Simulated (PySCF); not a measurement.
# [Sm(SH)2]+: other functionals and bases at one geometry

The task here is to estimate one member of a computed series from the others.

Method: several levels, as the steps say, no spin–orbit coupling; program: PySCF 2.14.0.

3 further runs of the same task are left out: 2 for a known fault of the program, 1 that didn't finish. Runs told in other sessions of the task aren't counted.

**Where the work starts**

5 atoms, charge 1, spin multiplicity 1.

Bond lengths: Sm1–S2 2.542 Å, Sm1–S4 2.542 Å, S2–H3 1.368 Å, S4–H5 1.368 Å. Angles: S2–Sm1–S4 109.8°, Sm1–S2–H3 98.1°, Sm1–S4–H5 98.1°.

As a file:

```xyz
5
charge 1, multiplicity 1
Sm   -1.1477    1.0194   -0.2832
S    -0.0724    0.6210    1.9859
H     0.8238   -0.3413    1.6087
S    -0.0724   -0.4923   -2.0216
H     0.8238   -1.1221   -1.2022
```

Formal oxidation states: Sm +3. Each metal's 5 4f electrons lie in its core potential, so multiplicities, spins and levels count the valence alone. An earlier session relaxed this geometry at BP86, Sm lcecp-1-SVP with ECP51, S def2-SVP, H def2-SVP (singlet, point group C2v).

At BP86 on the finer grid: E = -832.043668 Eh, HOMO -11.10 eV, LUMO -7.99 eV, Mulliken charge on Sm1 +1.04 e, largest force component 0.008 eV/Å. 

Levels to run: wB97X; BLYP; TPSSh; M06-L; BP86, TZVP. Hardware: 2 threads of Arm Neoverse V2, shared host.

Set-up of the first run:

The input, run.py (the lines that set the calculation):

```python
mol = gto.M(atom='''
Sm    -1.14770     1.01938    -0.28318
S     -0.07242     0.62095     1.98586
H      0.82381    -0.34127     1.60874
S     -0.07242    -0.49231    -2.02160
H      0.82381    -1.12215    -1.20221''',
    basis={'Sm': 'lcecp-1-SVP', 'S': 'def2-SVP', 'H': 'def2-SVP'},
    ecp={'Sm': 'lcecp-1-SVP'},
    charge=1, spin=0)
mf = dft.RKS(mol, xc='WB97X')
mf.grids.atom_grid = (75, 302)  # f atoms: unpruned, at least (60, 302)
mf = mf.density_fit()  # fitting sets: Sm AutoAux, S def2-universal-JKFIT, H def2-universal-JKFIT
mf.conv_tol = 1e-08; mf.max_cycle = 55
mf.kernel(dm0)  # dm0: the density of the relaxed state
```

Run with:

```sh
OMP_NUM_THREADS=2 python run.py
```

Among the steps run: wB97X; BLYP; TPSSh; M06-L; BP86, TZVP.

One table of the session follows, with a row left open; its other results are not shown here.

| level | HOMO (eV) | gap (eV) | charge on Sm1 (e) | dipole (D) | largest force component (eV/Å) |
| --- | --- | --- | --- | --- | --- |
| BP86 (relaxed here) | -11.10 | 3.11 | 1.04 | 3.39 | 0.01 |
| wB97X | -14.28 | 8.88 | 1.20 | 4.66 | 0.41 |
| BLYP | ? | ? | ? | ? | ? |
| TPSSh | -11.50 | 3.90 | 1.17 | 3.96 | 0.19 |
| M06-L | -11.10 | 3.80 | 1.30 | 4.15 | 0.30 |
| BP86, TZVP | -11.03 | 3.12 | 1.35 | 3.74 | 0.15 |

Estimate the missing values for BLYP.

**Answer.** HOMO (eV): -10.78; gap (eV): 2.76; charge on Sm1 (e): 0.99; dipole (D): 3.37; largest force component (eV/Å): 0.22. In the column «HOMO (eV)» it is the highest.

The dipole of a charged species depends on the origin, so these sizes hold for this origin alone.

In one basis the HOMO–LUMO gap runs from 2.76 eV (BLYP) to 8.88 eV (wB97X). The largest leftover force, 0.41 eV/Å with wB97X, stands at a geometry relaxed at another level. With 4f in the core, its levels are missing from HOMO and gap, and its count is fixed, so no charge can pass from the ligands into it. Total energies of different levels can't be compared.
